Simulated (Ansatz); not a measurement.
# TiCo3: the cost of one run

Method: DFT PBEsol, with the methods named in each step, in Ansatz 0.2.0.

1 further run of the same task is left out (it didn't finish).

## 1. The system as given

Symmetry: Pm-3m, No. 221, cubic system. The conventional cell has a = 3.571 Å, b = 3.571 Å, c = 3.571 Å, α = 90.00°, β = 90.00°, γ = 90.00°. Ti (site symmetry m-3m) has 12 Co at 2.53 Å as nearest neighbours. Co (site symmetry 4/mmm) is surrounded by 4 Ti at 2.53 Å and 8 Co at 2.53 Å.

Coordinates:

```cif
data_structure
_symmetry_space_group_name_H-M 'P 1'
_symmetry_Int_Tables_number 1
_cell_length_a 3.5710
_cell_length_b 3.5710
_cell_length_c 3.5710
_cell_angle_alpha 90.000
_cell_angle_beta 90.000
_cell_angle_gamma 90.000
_cell_volume 45.54
loop_
_atom_site_label
_atom_site_type_symbol
_atom_site_fract_x
_atom_site_fract_y
_atom_site_fract_z
_atom_site_occupancy
Ti1 Ti 0.00000 0.00000 0.00000 1
Co1 Co 0.00000 0.50000 0.50000 1
Co2 Co 0.50000 0.00000 0.50000 1
Co3 Co 0.50000 0.50000 0.00000 1
```

Atoms are numbered in the order of the input: Ti1, Co2, Co3, Co4.

## 2. Free moments, LAPW

The input, input.yaml:

```yaml
crystal:
  lattice:
    - [3.571, 0.0, 0.0]
    - [0.0, 3.571, 0.0]
    - [0.0, 0.0, 3.571]
  atoms:
    - { symbol: Ti, position: [0.0, 0.0, 0.0] }
    - { symbol: Co, position: [0.0, 0.5, 0.5], spin: 2.0 }
    - { symbol: Co, position: [0.5, 0.0, 0.5], spin: 2.0 }
    - { symbol: Co, position: [0.5, 0.5, 0.0], spin: 2.0 }
magnetization:
  spin_polarized: true
kpoints:
  mp_grid: { grid: [10, 10, 10] }
scf:
  occupations: { method: fermi_dirac, width: 0.05 }
  lower_state_search: "off"
hamiltonian:
  xc: pbesol
  pseudopotentials: { kind: all_electron, lapw: { basis_error: 0.001 } }
output:
  forces: true
  stress: true
  eigenvalues: false
  populations: true
```

Started as:

```
ansatz run input.yaml --threads 2 --pin off --max-ram 6144MiB --backend cpu --events-out ev --progress --plain --runs-dir out
```

What time and memory should one allow on 2 threads of Arm Neoverse V2, shared host?

About 60 s, with a peak of 0.87 GiB.
